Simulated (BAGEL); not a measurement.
# CH7AlOSi (SMILES [CH3][AlH][O][SiH3]) at HF/3-21G (density fitting with cc-pvqz-jkfit)

What is the vertical ionisation energy of CH7AlOSi at HF/3-21G (density fitting with cc-pvqz-jkfit)? 

Program for the calculation: BAGEL 1.2.2.

1 further run of the same task is left out (it didn't finish).

### Step 1. The structure to begin with

CH7AlOSi has 11 atoms, charge 0, and is taken as a singlet. SMILES: `[CH3][AlH][O][SiH3]`. The coordinates come from a PBE0-D4/def2-TZVP relaxation. This is one conformer, not always the lowest.

Bond lengths: C1–Al2 1.942 Å, Al2–O3 1.688 Å, O3–Si4 1.621 Å, C1–H5 1.093 Å, C1–H6 1.096 Å, C1–H7 1.094 Å, Al2–H8 1.582 Å, Si4–H9 1.488 Å, Si4–H10 1.489 Å, Si4–H11 1.488 Å. Some angles: C1–Al2–O3 119.8°, Al2–O3–Si4 169.7°, C1–Al2–H8 124.0°, O3–Al2–H8 116.2°, Al2–C1–H5 112.4°, Al2–C1–H6 110.3°, Al2–C1–H7 111.7°, O3–Si4–H9 110.1°, O3–Si4–H10 110.8°, O3–Si4–H11 110.2°.

### Step 2. A single-point energy at HF/3-21G (density fitting with cc-pvqz-jkfit)

calc.json reads:

```json
{ "bagel": [

{
  "title": "molecule",
  "basis": "3-21g",
  "df_basis": "cc-pvqz-jkfit",
  "angstrom": true,
  "geometry": [
    { "atom": "C", "xyz": [      -1.516100,       1.536800,      -0.427400 ] },
    { "atom": "Al", "xyz": [      -1.148200,      -0.171900,       0.419400 ] },
    { "atom": "O", "xyz": [       0.407500,      -0.823300,       0.350400 ] },
    { "atom": "Si", "xyz": [       1.960700,      -1.220800,       0.113400 ] },
    { "atom": "H", "xyz": [      -0.796600,       1.774200,      -1.214900 ] },
    { "atom": "H", "xyz": [      -1.467000,       2.345400,       0.310900 ] },
    { "atom": "H", "xyz": [      -2.521600,       1.566500,      -0.857000 ] },
    { "atom": "H", "xyz": [      -2.226500,      -1.018100,       1.209700 ] },
    { "atom": "H", "xyz": [       2.731500,      -1.046600,       1.374000 ] },
    { "atom": "H", "xyz": [       2.573500,      -0.359900,      -0.936300 ] },
    { "atom": "H", "xyz": [       2.068100,      -2.639400,      -0.321500 ] }
  ]
},

{
  "title": "hf"
},

{
  "title": "print",
  "file": "orbitals.molden",
  "orbitals": true
}

]}
```

The run is started by

```console
$ BAGEL_NUM_THREADS=1 BAGEL calc.json > calc.out
```

Log:

```text
* using 1 threads per process

  ===============================================================
  ===============================================================

  *** Geometry ***

  { "atom" : "C", "xyz" : [     -2.865014,      2.904131,     -0.807669 ] },
  { "atom" : "Al", "xyz" : [     -2.169784,     -0.324844,      0.792551 ] },
  { "atom" : "O", "xyz" : [      0.770063,     -1.555812,      0.662160 ] },
  { "atom" : "Si", "xyz" : [      3.705186,     -2.306978,      0.214295 ] },
  { "atom" : "H", "xyz" : [     -1.505356,      3.352752,     -2.295828 ] },
  { "atom" : "H", "xyz" : [     -2.772228,      4.432164,      0.587516 ] },
  { "atom" : "H", "xyz" : [     -4.765133,      2.960256,     -1.619495 ] },
  { "atom" : "H", "xyz" : [     -4.207475,     -1.923930,      2.286002 ] },
  { "atom" : "H", "xyz" : [      5.161787,     -1.977787,      2.596484 ] },
  { "atom" : "H", "xyz" : [      4.863210,     -0.680112,     -1.769351 ] },
  { "atom" : "H", "xyz" : [      3.908143,     -4.987743,     -0.607547 ] },

  Number of auxiliary basis functions:      865

  Since a DF basis is specified, we compute 2- and 3-index integrals:
    o Being stored without compression. Storage requirement is 0.023 GB

  Number of basis functions:       58
  Number of electrons      :       48

    * METHOD: MOLECULE                             1.46

  *** RHF ***

  === Nuclear Repulsion ===
   201.2563603275

      * DIIS with orbital gradients will be used.

  === RHF iteration (3-21g) ===
      0       -644.08707764          0.02580794           0.18
      1       -644.19516588          0.01712053           0.18
      2       -644.26003792          0.00167528           0.15
      3       -644.26110099          0.00056327           0.14
      4       -644.26119842          0.00005549           0.16
      5       -644.26120049          0.00000877           0.17
      6       -644.26120055          0.00000218           0.20
      7       -644.26120056          0.00000060           0.19
      8       -644.26120056          0.00000013           0.19
      9       -644.26120056          0.00000004           0.19
     10       -644.26120056          0.00000002           0.17
     11       -644.26120056          0.00000000           0.18
    * SCF iteration converged.

    * Permanent dipole moment:
           (    0.112543,    -0.312658,     0.146086) a.u.

    * METHOD: HF                                   2.58

    * METHOD: PRINT                                0.03

  ===============================================================
```

Wall time 4.8 s (1 thread of AMD EPYC 7R43 (Zen 3), shared host); peak memory 0.13 GiB.

### Step 3. The doublet cation at the same level

hf.json reads:

```json
{ "bagel": [

{
  "title": "molecule",
  "basis": "3-21g",
  "df_basis": "cc-pvqz-jkfit",
  "angstrom": true,
  "geometry": [
    { "atom": "C", "xyz": [      -1.516100,       1.536800,      -0.427400 ] },
    { "atom": "Al", "xyz": [      -1.148200,      -0.171900,       0.419400 ] },
    { "atom": "O", "xyz": [       0.407500,      -0.823300,       0.350400 ] },
    { "atom": "Si", "xyz": [       1.960700,      -1.220800,       0.113400 ] },
    { "atom": "H", "xyz": [      -0.796600,       1.774200,      -1.214900 ] },
    { "atom": "H", "xyz": [      -1.467000,       2.345400,       0.310900 ] },
    { "atom": "H", "xyz": [      -2.521600,       1.566500,      -0.857000 ] },
    { "atom": "H", "xyz": [      -2.226500,      -1.018100,       1.209700 ] },
    { "atom": "H", "xyz": [       2.731500,      -1.046600,       1.374000 ] },
    { "atom": "H", "xyz": [       2.573500,      -0.359900,      -0.936300 ] },
    { "atom": "H", "xyz": [       2.068100,      -2.639400,      -0.321500 ] }
  ]
},

{ "title": "uhf", "charge": 1, "nopen": 1 },

{ "title": "print", "file": "orbitals.molden", "orbitals": true }

]}
```

The run is started by

```console
$ BAGEL_NUM_THREADS=1 BAGEL hf.json > hf.out
```

Log:

```text
* using 1 threads per process

  ===============================================================
  ===============================================================

  *** Geometry ***

  { "atom" : "C", "xyz" : [     -2.865014,      2.904131,     -0.807669 ] },
  { "atom" : "Al", "xyz" : [     -2.169784,     -0.324844,      0.792551 ] },
  { "atom" : "O", "xyz" : [      0.770063,     -1.555812,      0.662160 ] },
  { "atom" : "Si", "xyz" : [      3.705186,     -2.306978,      0.214295 ] },
  { "atom" : "H", "xyz" : [     -1.505356,      3.352752,     -2.295828 ] },
  { "atom" : "H", "xyz" : [     -2.772228,      4.432164,      0.587516 ] },
  { "atom" : "H", "xyz" : [     -4.765133,      2.960256,     -1.619495 ] },
  { "atom" : "H", "xyz" : [     -4.207475,     -1.923930,      2.286002 ] },
  { "atom" : "H", "xyz" : [      5.161787,     -1.977787,      2.596484 ] },
  { "atom" : "H", "xyz" : [      4.863210,     -0.680112,     -1.769351 ] },
  { "atom" : "H", "xyz" : [      3.908143,     -4.987743,     -0.607547 ] },

  Number of auxiliary basis functions:      865

  Since a DF basis is specified, we compute 2- and 3-index integrals:
    o Being stored without compression. Storage requirement is 0.023 GB

  Number of basis functions:       58
  Number of electrons      :       48

    * METHOD: MOLECULE                             1.01

  *** Open-shell HF ***

  === Nuclear Repulsion ===
   201.2563603275

      * DIIS with orbital gradients will be used.

  === UHF iteration (3-21g) ===
      0       -643.72868174          0.04714785           0.33
      1       -643.81450355          0.03948815           0.34
      2       -643.85219458          0.03021873           0.28
      3       -643.90260574          0.00131942           0.29
      4       -643.90378781          0.00072172           0.28
      5       -643.90418144          0.00040817           0.26
      6       -643.90441384          0.00030437           0.35
      7       -643.90451692          0.00022862           0.31
      8       -643.90462248          0.00015685           0.29
      9       -643.90467427          0.00007591           0.35
     10       -643.90467973          0.00005068           0.33
     11       -643.90468522          0.00002899           0.37
     12       -643.90468614          0.00001060           0.35
     13       -643.90468629          0.00000690           0.39
     14       -643.90468637          0.00000405           0.31
     15       -643.90468641          0.00000265           0.32
     16       -643.90468642          0.00000187           0.41
     17       -643.90468642          0.00000093           0.27
     18       -643.90468643          0.00000061           0.25
     19       -643.90468643          0.00000046           0.26
     20       -643.90468643          0.00000019           0.25
     21       -643.90468643          0.00000008           0.29
     22       -643.90468643          0.00000003           0.32
     23       -643.90468643          0.00000002           0.29
     24       -643.90468643          0.00000001           0.32
     25       -643.90468643          0.00000001           0.30
    * SCF iteration converged.

    * S^2 (UHF) is 0.8088

    * Permanent dipole moment:
           (    2.601658,    -1.698704,     0.211507) a.u.

    * METHOD: UHF                                  8.47

    * METHOD: PRINT                                0.02

  ===============================================================
```

Wall time 10 s (1 thread of AMD EPYC 7R43 (Zen 3), shared host); peak memory 0.13 GiB.

### Step 4. Summary of results

At HF/3-21G (density fitting with cc-pvqz-jkfit):

| quantity | value |
| --- | --- |
| singlet CH7AlOSi: total energy | -644.26120 Eh |
| singlet CH7AlOSi: dipole moment | 0.92 D |
| singlet CH7AlOSi: HOMO energy | -10.78 eV |
| singlet CH7AlOSi: LUMO energy | 2.24 eV |
| singlet CH7AlOSi: HOMO–LUMO gap | 13.02 eV |
| doublet cation: total energy | -643.90469 Eh |
| doublet cation: ⟨S²⟩ | 0.809 |
| vertical ionisation energy (to the doublet cation) | 9.701 eV |

The vertical ionisation energy comes to 9.70 eV (224 kcal/mol). The negative HOMO energy of the first species, 10.78 eV, lies 1.08 eV above that difference.
